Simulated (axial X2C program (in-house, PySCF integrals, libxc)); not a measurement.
# A two-component session on InS⁻: properties at the nuclei

Aim: properties at the nuclei of InS⁻, with spin–orbit coupling in the Hamiltonian from the start.

Method: two-component X2C with atomic mean-field terms, In dyall-acv3z, S dyall-av3z; program: an in-house X2C program for linear molecules on PySCF integrals.

All values are calculated.

### 1 Input

task.json reads:

```json
{"zs": [49, 16], "q": -1, "bas": ["dyall-acv3z", "dyall-av3z"], "r0": 2.3, "levels": ["PBE0", "HF", "B3LYP", "BP86", "PBE"], "nst": 3}
```

Keys: zs atomic numbers; q charge; bas basis sets; r0 starting distance in Å; levels methods (HF also brings MP2); nst determinants followed.

Started as:

```bash
> python soeom.py task.json out
```

Further steps of the session: Expectation values, lowest determinant; Expectation values, a higher determinant; Expectation values, a higher determinant.

**Question.** What will these runs give? Wanted: lowest determinant; qzz In; qzz S; higher determinant; Eeff magnitude; Ws magnitude In; A∥/gI In (for each run or level that gives them).

The runs gave:

| quantity | value |
| --- | --- |
| lowest determinant | Ω = 0 (closed shell) |
| qzz In (a.u.), PBE0 | -5.15 |
| qzz S (a.u.), PBE0 | 0.13 |
| higher determinant | Ω = 2 (excess of +ω over −ω: ω = 1/2, ω = 3/2) |
| Eeff magnitude (GV/cm), PBE0, higher determinant | 11.8 |
| Ws magnitude In (kHz), PBE0, higher determinant | 3.4 |
| A∥/gI In (MHz), PBE0, higher determinant | 576 |
| qzz In (a.u.), PBE0, higher determinant | -1.15 |
| higher determinant | Ω = 1 (excess of +ω over −ω: 2 × ω = 1/2) |
| Eeff magnitude (GV/cm), PBE0, higher determinant | 10.8 |
| Ws magnitude In (kHz), PBE0, higher determinant | 6.34 |
| A∥/gI In (MHz), PBE0, higher determinant | 1260 |
| qzz In (a.u.), PBE0, higher determinant | -0.98 |

**Reading.** The expectation values come from single determinants, which for open shells can mix terms of unlike spin or miss the lowest Ω, so a determinant need not be a state. Eeff is the effective electric field on the electron dipole moment in this Ω state and Ws the scalar–pseudoscalar constant (defined with the proton number Z and per Ω); A∥ is the parallel hyperfine constant, which follows by multiplying with the nuclear g factor gI = μI/(I μN); qzz is the electric field gradient, eQq0 = 234.96 MHz × Q/barn × qzz. The operators were transformed with the bare-nucleus X2C matrices.
